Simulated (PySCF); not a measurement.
# C3H5ClSSi: electronic excitations and core binding energies

Wanted: the electronic excitations and core binding energies of C3H5ClSSi (`[SiH3]C(=C=S)CCl`), by calculation.

Computed with PySCF 2.14.0, with density-fitted response routines of our own, on a single molecule in the gas phase. Atoms count from 0, in the outputs and in this text.

## 1. The starting structure

11 atoms, charge 0, multiplicity 1; geometry from: GFN2-xTB.

Bonds of the start (Å): Si0–C1 1.91, C1–C2 1.29, C2–S3 1.56, C1–C4 1.49, C4–Cl5 1.81, Si0–H6 1.47, Si0–H7 1.46, Si0–H8 1.46, C4–H9 1.09, C4–H10 1.09.

## 2. Excited states and response: PBE0/def2-SVPD

The job: settings as JSON, then the geometry in Å.

```
{"job": {"kind": "uv", "xc": "PBE0", "basis": "def2-SVPD", "nstates": 8, "ntriplets": 3}, "charge": 0, "multiplicity": 1}
Si    -1.517161     0.032741    -0.396095
C      0.332105     0.325491    -0.032592
C      0.720668     1.546146     0.155937
S      1.043227     3.065013     0.285121
C      1.179422    -0.881160     0.149434
Cl     0.846591    -1.654494     1.746799
H     -1.534367    -0.876206    -1.545709
H     -2.132688     1.317033    -0.709976
H     -2.130020    -0.590099     0.775103
H      2.241908    -0.640818     0.143982
H      0.955738    -1.640978    -0.597969
```

Method: TDDFT PBE0/def2-SVPD, vertical, gas phase, core orbitals frozen in the response.

Run with:

```sh
OMP_NUM_THREADS=1 python probes_run.py task.json out
```

This one command runs all jobs of the session in turn.

The program printed:

```text
coarse grid: 11232 points
cycle   1  E = -1264.0242443970  dE =  5.998e-01  |g| = 2.787e-01  |ddm| = 4.789e+00
cycle   2  E = -1264.0175637261  dE =  6.681e-03  |g| = 3.383e-01  |ddm| = 1.044e+00
cycle   3  E = -1264.0452449345  dE = -2.768e-02  |g| = 7.138e-02  |ddm| = 5.675e-01
cycle   4  E = -1264.0463385659  dE = -1.094e-03  |g| = 3.631e-02  |ddm| = 1.942e-01
cycle   5  E = -1264.0466652748  dE = -3.267e-04  |g| = 1.123e-02  |ddm| = 6.742e-02
cycle   6  E = -1264.0466995380  dE = -3.426e-05  |g| = 4.311e-03  |ddm| = 2.740e-02
cycle   7  E = -1264.0467050328  dE = -5.495e-06  |g| = 1.189e-03  |ddm| = 8.316e-03
final grid: 95904 points
cycle   8  E = -1264.1807362401  dE = -7.986e-06  |g| = 7.125e-03  |ddm| = 8.400e-02
cycle   9  E = -1264.1806829645  dE =  5.328e-05  |g| = 1.492e-02  |ddm| = 3.260e-02
cycle  10  E = -1264.1807503049  dE = -6.734e-05  |g| = 1.269e-03  |ddm| = 2.350e-02
cycle  11  E = -1264.1807507688  dE = -4.639e-07  |g| = 2.540e-04  |ddm| = 2.424e-03
cycle  12  E = -1264.1807507825  dE = -1.374e-08  |g| = 1.017e-04  |ddm| = 5.469e-04
cycle  13  E = -1264.1807507853  dE = -2.790e-09  |g| = 2.558e-05  |ddm| = 2.486e-04
cycle  14  E = -1264.1807507855  dE = -2.085e-10  |g| = 5.420e-06  |ddm| = 6.581e-05
converged SCF energy = -1264.1807507855

Static polarisability (au): isotropic 104.112, principal 76.220 91.136 144.981

Singlet excitations
state   eV       nm        f      main configurations
  1   2.6776    463.0   0.00019   H->L 0.99
  2   4.8385    256.2   0.01574   H->L+1 0.50, H-1->L 0.39
  3   5.2660    235.4   0.00417   H-2->L 0.71, H-1->L 0.26
  4   5.5013    225.4   0.07056   H-3->L 0.46, H-1->L 0.22, H-2->L 0.16
  5   5.8068    213.5   0.02107   H->L+2 0.84, H-3->L 0.08
  6   5.9718    207.6   0.00481   H-4->L 0.65, H-6->L 0.23
  7   6.2326    198.9   0.38783   H->L+3 0.33, H-3->L 0.18, H->L+1 0.17
  8   6.3976    193.8   0.00241   H-1->L+1 0.78

Triplet excitations (Tamm-Dancoff, eV): 2.3444 3.7853 3.8671
```

It took 45 s on 1 thread of Intel Xeon at 2.70GHz, shared host; peak memory 0.71 GiB.

Frontier orbitals and where they lie:

```csv
orbital,eV,atoms
HOMO−3,-9.12,"Cl5 38 %, S3 25 %, C2 14 %"
HOMO−2,-8.71,"Cl5 73 %, C4 11 %, S3 6 %"
HOMO−1,-8.59,"Cl5 47 %, S3 15 %, C4 10 %"
HOMO,-6.82,"S3 42 %, C1 25 %, C2 18 %"
LUMO,-2.43,"S3 38 %, C2 37 %, C1 9 %"
LUMO+1,-0.77,"C2 24 %, S3 21 %, Cl5 18 %"
LUMO+2,0.16,"Si0 26 %, S3 18 %, H6 9 %"
```

With each of the 8 states as a Gaussian band of 0.4 eV half-width at 1/e, the curve within the window shown has maxima at 199 nm (ε 16,000) L/(mol cm). Beyond the last state computed it falls off for lack of states. The curve at chosen wavelengths:

```
 nm  ε (L/mol/cm)
185          4134
201         16048
218          5677
234          2778
251          1085
267           543
284           158
300            28
317             3
333             0
349             0
366             0
382             1
399             2
415             4
432             6
448             7
464             8
481             7
497             6
514             5
530             4
547             3
563             2
580             1
596             1
```

Leading natural transition orbitals of singlet state 7: the hole lies on S3 41 %; C1 32 %; Cl5 11 %; the particle on Cl5 36 %; C4 17 %; S3 10 %.

Leading natural transition orbitals of singlet state 1: the hole lies on S3 48 %; C1 32 %; C2 8 %; the particle on C2 43 %; S3 37 %.

Ground-state properties from the same run:

```
           property  computed
  dipole moment (D)      1.71
polarisability (Å³)     15.43
 HOMO–LUMO gap (eV)      4.38
      −ε(HOMO) (eV)      6.82
```

The fields below are evaluated on a grid from the run's orbitals.

Frontier orbitals at PBE0/def2-SVPD, with the share of their density that lies nearest to each atom:

```csv
orbital,energy (eV),lies on
HOMO,-6.82,S3 48 %; C1 31 %; C2 8 %
LUMO,-2.43,C2 41 %; S3 36 %
```

ELF in a plane through or near 6 of the atoms.

Ten even steps from ' ' (0.00) to '@' (1.00):
```
                                                        
                                                        
                    ..--==++++++--..                    
                  ::==##%%####%%%%++--                  
                ..==++%%----**..%%##++..                
                ..--++****::::==##**==..                
                  ::==####**%%%%**--..                  
                    ..++..==..==--    ..**##**::        
          --%%%%**::..==******++::..++@@@@@@@@@@==      
          ==%%@@@@##**%%--++==%%##..==@@@@@@@@@@++      
            --**##::--**%%**%%%%..####::@@@@@@##::      
              ..--++==++::..----  **++  ::::..          
            ............      ..--====--..              
              ..                ..::....                
                                                        
                                                        
                                                        
                                                        
                                                        
                                                        
```
The map spans 10.3 Å across and 11.7 Å up, centred on the molecule. Atoms in the plane (x, y in Å): Si0 (1.5, -0.5), C1 (-0.2, 0.4), C2 (-0.1, 1.7), S3 (0.1, 3.2), C4 (-1.4, -0.4), H7 (2.6, 0.4).

log10 of the density (e/Å³) in the same plane.

Ten even steps from '0' (-4.0) to '9' (1.7):
```
0000000000000111000000000000
0000000001123333221000000000
0000000012344454432100000000
0000000123456666654310000000
0000000134567897654321000000
0000001134567777654321000000
0000001234567776544322110000
0000112234567976544443321000
0001234555567776555666543110
0001345666677977666676543210
0001345668876666799666543110
0001234567765555688655432100
0001234455554444555544321000
0001223344443333444433210000
0000112233322222333322100000
0000001111111011111110000000
0000000000000000000000000000
0000000000000000000000000000
0000000000000000000000000000
0000100000000000000000000000
```
The map spans 10.3 Å across and 11.7 Å up, centred on the molecule. Atoms in the plane (x, y in Å): Si0 (1.5, -0.5), C1 (-0.2, 0.4), C2 (-0.1, 1.7), S3 (0.1, 3.2), C4 (-1.4, -0.4), H7 (2.6, 0.4).

On the surface of density 0.002 e/bohr³ the electrostatic potential runs, from the 1st to the 99th percentile, from -0.70 V near Cl5 to 1.30 V near H6.

## 3. X-ray photoelectron lines: SCAN, X2C

Settings changed since step 2:

```diff
@@ -1,2 +1,2 @@
-{"job": {"kind": "uv", "xc": "PBE0", "basis": "def2-SVPD", "nstates": 8, "ntriplets": 3}, "charge": 0, "multiplicity": 1}
+{"job": {"kind": "xps"}, "charge": 0, "multiplicity": 1}
 Si    -1.517161     0.032741    -0.396095
```

Level: delta-SCF UKS SCAN, pcX-2 on the ionised atom, pcseg-1 elsewhere, spin-free X2C.

The program printed:

```text
ground state, core basis on atom 0 (Si), 163 functions
  cycle   1  E = -1268.00701511  |g| = 3.32e-01
  cycle   2  E = -1267.97416991  |g| = 4.57e-01
  cycle   3  E = -1268.02147135  |g| = 2.15e-01
  cycle   4  E = -1268.03615947  |g| = 6.12e-02
  cycle   5  E = -1268.03700074  |g| = 3.36e-02
  cycle   6  E = -1268.03731298  |g| = 7.46e-03
  cycle   7  E = -1268.03732617  |g| = 2.33e-03
  cycle   8  E = -1268.03732725  |g| = 6.69e-04
  cycle   9  E = -1268.03732798  |g| = 1.52e-04
  E(ground) = -1268.05003056 Eh
hole in Si 1s of atom 0
  cycle   1  E = -1199.09447585  |g| = 4.35e+00
  cycle   2  E = -1198.15576588  |g| = 2.48e+00
  cycle   3  E = -1198.00903219  |g| = 1.61e+00
  cycle   4  E = -1199.77519906  |g| = 7.90e-01
  cycle   5  E = -1199.99882988  |g| = 5.10e-01
  cycle   6  E = -1200.10058998  |g| = 3.25e-01
  cycle   7  E = -1200.15439715  |g| = 9.72e-02
  cycle   8  E = -1200.15946208  |g| = 2.66e-02
  cycle   9  E = -1200.15989055  |g| = 7.43e-03
  cycle  10  E = -1200.15992240  |g| = 1.97e-03
  cycle  11  E = -1200.15992465  |g| = 6.59e-04
  cycle  12  E = -1200.15992441  |g| = 2.73e-04
  E(ion) = -1200.18073723 Eh   <S^2> = 0.7524   hole on atom = 1.000   binding energy = 1846.818 eV
hole in Si 2p of atom 0
  cycle   1  E = -1263.75123263  |g| = 1.23e+00
  cycle   2  E = -1263.07669248  |g| = 1.40e+00
  cycle   3  E = -1263.79704266  |g| = 6.03e-01
  cycle   4  E = -1263.96081761  |g| = 4.43e-01
  cycle   5  E = -1264.06894425  |g| = 1.52e-01
  cycle   6  E = -1264.08019060  |g| = 6.70e-02
  cycle   7  E = -1264.08258049  |g| = 2.03e-02
  cycle   8  E = -1264.08277938  |g| = 5.97e-03
  cycle   9  E = -1264.08280004  |g| = 2.04e-03
  cycle  10  E = -1264.08280433  |g| = 6.14e-04
  cycle  11  E = -1264.08280360  |g| = 2.66e-04
  E(ion) = -1264.10727846 Eh   <S^2> = 0.7526   hole on atom = 1.002   binding energy = 107.288 eV
  2p3/2 = 107.061 eV   2p1/2 = 107.684 eV
ground state, core basis on atom 1 (C), 152 functions
  cycle   1  E = -1267.94671953  |g| = 6.08e-02
  cycle   2  E = -1267.94664103  |g| = 3.01e-02
  cycle   3  E = -1267.94641596  |g| = 4.09e-02
  cycle   4  E = -1267.94685611  |g| = 1.31e-02
  cycle   5  E = -1267.94689836  |g| = 4.19e-03
  cycle   6  E = -1267.94690644  |g| = 7.84e-04
  cycle   7  E = -1267.94690549  |g| = 1.52e-04
  E(ground) = -1268.00183440 Eh
hole in C 1s of atom 1
  cycle   1  E = -1256.67584697  |g| = 1.53e+00
  cycle   2  E = -1254.49968981  |g| = 2.47e+00
  cycle   3  E = -1256.79921496  |g| = 8.27e-01
  cycle   4  E = -1256.93854440  |g| = 7.51e-01
  cycle   5  E = -1257.26457301  |g| = 1.55e-01
  cycle   6  E = -1257.27295258  |g| = 7.58e-02
  cycle   7  E = -1257.27587712  |g| = 2.00e-02
  cycle   8  E = -1257.27609609  |g| = 6.05e-03
  cycle   9  E = -1257.27612489  |g| = 2.26e-03
  cycle  10  E = -1257.27613127  |g| = 1.40e-03
  cycle  11  E = -1257.27613344  |g| = 8.76e-04
  cycle  12  E = -1257.27613475  |g| = 2.91e-04
  E(ion) = -1257.32955260 Eh   <S^2> = 0.7778   hole on atom = 1.000   binding energy = 290.408 eV
ground state, core basis on atom 2 (C), 152 functions
  cycle   1  E = -1267.94669004  |g| = 5.86e-02
  cycle   2  E = -1267.94639968  |g| = 3.72e-02
  cycle   3  E = -1267.94610551  |g| = 4.82e-02
  cycle   4  E = -1267.94675754  |g| = 9.37e-03
  cycle   5  E = -1267.94678094  |g| = 3.01e-03
  cycle   6  E = -1267.94678397  |g| = 4.61e-04
  E(ground) = -1268.00142921 Eh
hole in C 1s of atom 2
  cycle   1  E = -1256.60438414  |g| = 1.52e+00
  cycle   2  E = -1251.50874461  |g| = 2.95e+00
  cycle   3  E = -1255.51658651  |g| = 1.31e+00
  cycle   4  E = -1256.13229513  |g| = 1.04e+00
  cycle   5  E = -1256.93431270  |g| = 6.31e-01
  cycle   6  E = -1257.14855250  |g| = 3.19e-01
  cycle   7  E = -1257.19894513  |g| = 1.26e-01
  cycle   8  E = -1257.21013837  |g| = 5.27e-02
  cycle   9  E = -1257.21145230  |g| = 2.50e-02
  cycle  10  E = -1257.21206282  |g| = 1.08e-02
  cycle  11  E = -1257.21220485  |g| = 5.70e-03
  cycle  12  E = -1257.21228554  |g| = 3.29e-03
  cycle  13  E = -1257.21232000  |g| = 1.44e-03
  cycle  14  E = -1257.21232458  |g| = 8.36e-04
  cycle  15  E = -1257.21232433  |g| = 4.48e-04
  E(ion) = -1257.26717514 Eh   <S^2> = 0.9067   hole on atom = 1.000   binding energy = 292.094 eV
ground state, core basis on atom 3 (S), 163 functions
  cycle   1  E = -1268.09147174  |g| = 4.06e-01
  cycle   2  E = -1268.08613314  |g| = 1.43e-01
  cycle   3  E = -1268.05203863  |g| = 3.71e-01
  cycle   4  E = -1268.09204101  |g| = 3.71e-02
  cycle   5  E = -1268.09233435  |g| = 1.57e-02
  cycle   6  E = -1268.09241261  |g| = 1.42e-03
  cycle   7  E = -1268.09241488  |g| = 7.58e-04
  cycle   8  E = -1268.09241810  |g| = 2.97e-04
  E(ground) = -1268.13234956 Eh
hole in S 1s of atom 3
  cycle   1  E = -1175.82833417  |g| = 5.08e+00
  cycle   2  E = -1170.04400255  |g| = 3.21e+00
  cycle   3  E = -1141.19511311  |g| = 5.04e+00
  cycle   4  E = -1175.95799664  |g| = 1.18e+00
  cycle   5  E = -1176.95664385  |g| = 4.15e-01
  cycle   6  E = -1176.87047440  |g| = 5.72e-01
  cycle   7  E = -1177.05324048  |g| = 9.28e-02
  cycle   8  E = -1177.05715553  |g| = 4.30e-02
  cycle   9  E = -1177.05808563  |g| = 1.59e-02
  cycle  10  E = -1177.05820218  |g| = 4.85e-03
  cycle  11  E = -1177.05821316  |g| = 9.69e-04
  cycle  12  E = -1177.05821515  |g| = 2.29e-04
  E(ion) = -1177.08984818 Eh   <S^2> = 0.7516   hole on atom = 1.000   binding energy = 2477.393 eV
hole in S 2p of atom 3
  cycle   1  E = -1261.38780110  |g| = 1.52e+00
  cycle   2  E = -1255.36736258  |g| = 2.61e+00
  cycle   3  E = -1259.01538550  |g| = 1.75e+00
  cycle   4  E = -1261.69721561  |g| = 4.82e-01
  cycle   5  E = -1261.76719477  |g| = 3.78e-01
  cycle   6  E = -1261.83899376  |g| = 1.02e-01
  cycle   7  E = -1261.84100429  |g| = 8.04e-02
  cycle   8  E = -1261.84470454  |g| = 1.90e-02
  cycle   9  E = -1261.84487089  |g| = 8.57e-03
  cycle  10  E = -1261.84491262  |g| = 1.96e-03
  cycle  11  E = -1261.84491584  |g| = 6.70e-04
  cycle  12  E = -1261.84491733  |g| = 4.53e-04
  E(ion) = -1261.89173601 Eh   <S^2> = 0.7547   hole on atom = 1.001   binding energy = 169.816 eV
  2p3/2 = 169.538 eV   2p1/2 = 170.776 eV
ground state, core basis on atom 4 (C), 152 functions
  cycle   1  E = -1267.94538133  |g| = 6.68e-02
  cycle   2  E = -1267.94255246  |g| = 1.02e-01
  cycle   3  E = -1267.94502509  |g| = 4.94e-02
  cycle   4  E = -1267.94570374  |g| = 1.94e-02
  cycle   5  E = -1267.94580347  |g| = 3.72e-03
  cycle   6  E = -1267.94580765  |g| = 5.37e-04
  cycle   7  E = -1267.94580688  |g| = 1.25e-04
  E(ground) = -1267.99929234 Eh
hole in C 1s of atom 4
  cycle   1  E = -1256.61454911  |g| = 1.51e+00
  cycle   2  E = -1253.63246531  |g| = 2.59e+00
  cycle   3  E = -1254.62109546  |g| = 1.41e+00
  cycle   4  E = -1256.35580615  |g| = 9.29e-01
  cycle   5  E = -1257.12812094  |g| = 3.59e-01
  cycle   6  E = -1257.10594062  |g| = 3.69e-01
  cycle   7  E = -1257.18993423  |g| = 1.06e-01
  cycle   8  E = -1257.19533704  |g| = 4.50e-02
  cycle   9  E = -1257.19654660  |g| = 1.16e-02
  cycle  10  E = -1257.19662857  |g| = 4.37e-03
  cycle  11  E = -1257.19664753  |g| = 1.75e-03
  cycle  12  E = -1257.19665321  |g| = 6.05e-04
  cycle  13  E = -1257.19665306  |g| = 3.68e-04
  E(ion) = -1257.24717827 Eh   <S^2> = 0.7777   hole on atom = 1.000   binding energy = 292.580 eV
ground state, core basis on atom 5 (Cl), 163 functions
  cycle   1  E = -1268.12773391  |g| = 4.86e-01
  cycle   2  E = -1268.12783025  |g| = 4.91e-02
  cycle   3  E = -1268.12748379  |g| = 4.82e-02
  cycle   4  E = -1268.12771968  |g| = 3.12e-02
  cycle   5  E = -1268.12803916  |g| = 6.77e-03
  cycle   6  E = -1268.12804808  |g| = 1.77e-03
  cycle   7  E = -1268.12804998  |g| = 3.47e-04
  E(ground) = -1268.16809385 Eh
hole in Cl 1s of atom 5
  cycle   1  E = -1162.93318110  |g| = 5.47e+00
  cycle   2  E = -1162.48930147  |g| = 2.40e+00
  cycle   3  E = -1152.17136473  |g| = 3.34e+00
  cycle   4  E = -1163.95519892  |g| = 6.38e-01
  cycle   5  E = -1163.58829817  |g| = 1.02e+00
  cycle   6  E = -1164.11823953  |g| = 3.14e-01
  cycle   7  E = -1164.18589754  |g| = 8.50e-02
  cycle   8  E = -1164.18928775  |g| = 3.91e-02
  cycle   9  E = -1164.18996366  |g| = 1.48e-02
  cycle  10  E = -1164.19008067  |g| = 3.18e-03
  cycle  11  E = -1164.19008631  |g| = 1.25e-03
  cycle  12  E = -1164.19008653  |g| = 2.55e-04
  E(ion) = -1164.23770462 Eh   <S^2> = 0.7532   hole on atom = 1.000   binding energy = 2828.090 eV
hole in Cl 2p of atom 5
  cycle   1  E = -1260.06927572  |g| = 1.71e+00
  cycle   2  E = -1259.13472526  |g| = 1.63e+00
  cycle   3  E = -1259.80984132  |g| = 9.82e-01
  cycle   4  E = -1260.46725919  |g| = 3.79e-01
  cycle   5  E = -1260.51147478  |g| = 2.39e-01
  cycle   6  E = -1260.53455812  |g| = 1.47e-01
  cycle   7  E = -1260.54609458  |g| = 3.77e-02
  cycle   8  E = -1260.54684518  |g| = 9.67e-03
  cycle   9  E = -1260.54688742  |g| = 2.90e-03
  cycle  10  E = -1260.54689305  |g| = 8.22e-04
  cycle  11  E = -1260.54689471  |g| = 2.39e-04
  E(ion) = -1260.59437518 Eh   <S^2> = 0.7534   hole on atom = 1.001   binding energy = 206.091 eV
  2p3/2 = 205.492 eV   2p1/2 = 207.146 eV
```

It took 3.3 min on 1 thread of Intel Xeon at 2.70GHz, shared host; peak memory 0.58 GiB.

The holes in one table. −ε is the ground-state orbital energy:

```csv
hole,stands for,environment,ΔSCF (eV; 2p as the shell's mean),−ε (eV),⟨S²⟩
Si1s on Si0,Si0,"silicon bonded to C, 3 H",1846.82,1793.8,0.752
Si2p on Si0,Si0,"silicon bonded to C, 3 H",107.27,96.7,0.753
C1s on C1,C1,fully substituted alkene carbon,290.41,274.3,0.778
C1s on C2,C2,cumulene carbon,292.09 (doubtful),276.3,0.907
S1s on S3,S3,thione sulfur,2477.39,2415.7,0.752
S2p on S3,S3,thione sulfur,169.95,158.8,0.755
C1s on C4,C4,allylic sp3 CH2 bonded to Cl,292.58,276.0,0.778
Cl1s on Cl5,Cl5,chlorine bonded to C,2828.09,2763.4,0.753
Cl2p on Cl5,Cl5,chlorine bonded to C,206.04,193.3,0.753
```

Doubtful: the ion did not converge, its hole moved, or its ⟨S²⟩ is well above 0.75.

With the spin-orbit splitting: Si0 2p3/2 107.06, 2p1/2 107.68 eV; S3 2p3/2 169.54, 2p1/2 170.78 eV; Cl5 2p3/2 205.49, 2p1/2 207.15 eV. The table gives each 2p level as the mean over the whole 2p shell (two parts 2p3/2, one part 2p1/2), which differs a little from the single hole in the log.

## 4. Summary of results

```
                                                    quantity                        value
                             lowest singlet (PBE0/def2-SVPD)  2.68 eV (463 nm), f = 0.000
                    brightest single state of those computed  state 7, 6.23 eV, f = 0.388
                                              lowest triplet                      2.34 eV
                       surface potential, 1st and 99th percentile           -0.70 V and 1.30 V
C1s binding energies, SCAN/pcX-2 (standing for 2 of 3 atoms)      C4 292.58, C1 290.41 eV
                           Si1s binding energies, SCAN/pcX-2               Si0 1846.82 eV
                           Si2p binding energies, SCAN/pcX-2                Si0 107.27 eV
                            S1s binding energies, SCAN/pcX-2                S3 2477.39 eV
                            S2p binding energies, SCAN/pcX-2                 S3 169.95 eV
                           Cl1s binding energies, SCAN/pcX-2               Cl5 2828.09 eV
                           Cl2p binding energies, SCAN/pcX-2                Cl5 206.04 eV
```

**Reading.** The lowest singlet, at 2.68 eV, is HOMO→LUMO 0.99 and is dark; of the 8 states computed, the strongest absorption comes from state 7 at 6.23 eV. The lowest triplet lies 0.33 eV below the lowest singlet (triplets in Tamm-Dancoff, singlets in full TDDFT). At PBE0/def2-SVPD, counted by nearest atom on the grid, the HOMO lies on S3 48 %; C1 31 %, the LUMO on C2 41 %; S3 36 %. C4 (allylic sp3 CH2 bonded to Cl) binds its C1s electron 2.17 eV more tightly than C1 (fully substituted alkene carbon). Only 2 of the 3 C atoms are covered by sound results.
